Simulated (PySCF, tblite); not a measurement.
# C₄H₁₀B₂N₂Si: geometry, infrared bands and NMR shifts

What infrared bands and NMR shifts should C₄H₁₀B₂N₂Si (`BN1[SiH2]CNB1C#CC`) show?

Programs: tblite 0.8.0 and PySCF 2.14.0, with density-fitted response routines of our own. Each step states its level of theory. These are calculated values for one molecule in the gas phase, unless marked as measured. Atoms are numbered from 0 throughout.

**1. The starting structure**

19 atoms, charge 0, multiplicity 1; geometry from: force field or distance geometry start.

Bonds of the start (Å): B0–N1 1.52, N1–Si2 1.76, Si2–C3 1.86, C3–N4 1.46, N4–B5 1.54, B5–C6 1.54, C6–C7 1.21, C7–C8 1.46, B5–N1 1.52, B0–H9 1.18, B0–H10 1.18, Si2–H11 1.48, Si2–H12 1.48, C3–H13 1.11, C3–H14 1.10, N4–H15 1.05, C8–H16 1.10, C8–H17 1.11, C8–H18 1.11.

**2. Optimising the geometry with GFN2-xTB**

Job settings and geometry (Å):

```
{"job": {"kind": "relax", "xc": "GFN2-xTB", "basis": "xTB"}, "charge": 0, "multiplicity": 1}
B     -0.995900    -1.546600    -1.302500
N     -1.066900    -0.946900     0.095100
Si    -2.597500    -0.095900     0.276600
C     -2.027100     1.660400     0.075500
N     -0.573600     1.653200     0.255000
B     -0.070300     0.204600     0.175000
C      1.438100    -0.078300     0.326800
C      2.621300    -0.302500     0.453900
C      4.049700    -0.584900     0.595100
H     -1.114100    -0.857800    -2.256900
H     -1.008000    -2.718400    -1.440200
H     -3.590800    -0.458400    -0.762300
H     -3.145000    -0.298700     1.637500
H     -2.515200     2.307700     0.832000
H     -2.282900     2.017400    -0.934400
H     -0.349200     2.006700     1.219400
H      4.313800    -1.470300    -0.005600
H      4.277400    -0.778500     1.661400
H      4.626500     0.296400     0.244800
```

Command:

```sh
$ OMP_NUM_THREADS=1 python probes_run.py task.json out
```

The driver reads the jobs from task.json and runs them one after another.

**Question.** This job is followed by: GFN2-xTB harmonic vibrations, gas phase; GIAO PBE0/pcSseg-1 NMR shielding, non-relativistic, gas phase. What will the session give for the following? strongest single infrared mode (GFN2-xTB); zero-point energy (GFN2-xTB); 13C shifts against TMS (PBE0/pcSseg-1); 1H shifts against TMS (PBE0/pcSseg-1, means over atoms taken as alike); 11B shifts against BF3·OEt2 (PBE0/pcSseg-1); 15N shifts against NH3 (PBE0/pcSseg-1); 29Si shifts against TMS (PBE0/pcSseg-1).

As calculated:

| quantity | value |
| --- | --- |
| strongest single infrared mode (GFN2-xTB) | 2223 cm⁻¹, 500 km/mol |
| zero-point energy (GFN2-xTB) | 86.5 kcal/mol |
| 13C shifts against TMS (PBE0/pcSseg-1) | 110.8, 86.5, 31.1, 6.0 ppm |
| 1H shifts against TMS (PBE0/pcSseg-1, means over atoms taken as alike) | 5.77, 5.21, 3.86, 2.96, 2.11 ppm |
| 11B shifts against BF3·OEt2 (PBE0/pcSseg-1) | 48.8, 25.0 ppm |
| 15N shifts against NH3 (PBE0/pcSseg-1) | 156.0, 108.1 ppm |
| 29Si shifts against TMS (PBE0/pcSseg-1) | -18.2 ppm |

What this shows: Over 119 steps the energy fell by 2.155 eV; of the close pairs, N4–B5 changed most, 1.536 to 1.391 Å. The lowest mode is slightly imaginary (18i cm⁻¹), a soft motion within the noise of the Hessian, so the minimum is not strictly shown. The strongest single mode, at 2223 cm⁻¹, moves mainly H12 and H11. Unscaled tight-binding wavenumbers are off by several per cent, some by more. Its intensities can rank the bands wrongly. At PBE0/pcSseg-1: Shielding is most anisotropic at N1 (span 279 ppm, paramagnetic term -216 ppm).
